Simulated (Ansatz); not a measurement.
# The niobium atom (sextet): wave-function methods side by side, def2-TZVPD

Aim: climb from Hartree-Fock through coupled cluster and multireference methods for the niobium atom (sextet) at one geometry and basis, and see what each rung misses.

The runs use Ansatz 0.2.0, Gaussian basis; def2-TZVPD, core rule «outside noble gas», up to 4 orbitals frozen.

Plan: CCSD(T) on UHF; CISD; CCSDT(Q) on ROHF; CCSDT(Q) on UHF; CASSCF and MRCISD+Q, 5 electrons in 6 orbitals; CASSCF and MRCISD+Q(relaxed), 5 electrons in 6 orbitals; CASSCF and NEVPT4(SD), 5 electrons in 6 orbitals; CASSCF and NEVPT2, 5 electrons in 6 orbitals; Full CI.

### Step 1. The atom

A free atom, in its lowest state of this spin that the program finds. No spin-orbit coupling is included. Elements past krypton take def2 core potentials.

1 atom, charge 0, spin multiplicity 6.

### Step 2. CCSD(T) on UHF

Contents of in.yaml:

```yaml
crystal:
  periodic: [false, false, false]
  atoms:
    - {symbol: Nb, position_ang: [0.000000, 0.000000, 0.000000]}
basis:
  gaussian: {orbitals: def2-TZVPD}
magnetization: {spin_polarized: true, initial_magnetization: 5}
correlation: {method: ccsd_t, electrons: outside_noble_gas}
```

The run is started by

```sh
$ ansatz run in.yaml --threads 1 --pin off --events-out ev --progress --plain --max-ram 3916MiB
```

Further steps of the session: CISD; CCSDT(Q) on ROHF; CCSDT(Q) on UHF; CASSCF and MRCISD+Q, 5 electrons in 6 orbitals; CASSCF and MRCISD+Q(relaxed), 5 electrons in 6 orbitals; CASSCF and NEVPT4(SD), 5 electrons in 6 orbitals; CASSCF and NEVPT2, 5 electrons in 6 orbitals; Full CI.

Q: Predict the results of all the runs planned. Wanted: FCI below the UHF energy; UMP2 from FCI; UCCSD(T) from FCI; UCCSDT(Q) from FCI; NEVPT2 valence from FCI; NEVPT4(SD) valence from FCI; MRCISD+Q valence from FCI; effectively unpaired electrons.

As calculated:

```
                         quantity                                                        value
         FCI below the UHF energy                                                   -1.1962 eV
                    UMP2 from FCI                                                   +126.5 meV
                UCCSD(T) from FCI                                                    -95.5 meV
               UCCSDT(Q) from FCI                                                   -102.2 meV
          NEVPT2 valence from FCI                                                   +424.4 meV
      NEVPT4(SD) valence from FCI                                                    +67.0 meV
        MRCISD+Q valence from FCI                                                     +2.1 meV
levels within 1 kcal/mol (43 meV)  MRCISD valence, MRCISD+Q valence, MRCISD+Q(relaxed) valence
   effectively unpaired electrons                                                         5.00
```

UCCSD(T) lands -95.5 meV from the yardstick (8.0 % of the correlation energy). UCCSD, UCCSD(T), UCCSDT, UCCSDT(Q) fall below full CI: unrestricted runs freeze a spin-polarised core, another one than full CI's, and coupled cluster isn't variational. One determinant dominates. Of the multireference levels listed MRCISD+Q valence comes nearest in total energy (+2.1 meV), which doesn't show that its space is the better one. These misses are within one basis, not against nature; the frozen cores of restricted and unrestricted runs differ, which can shift their rows.
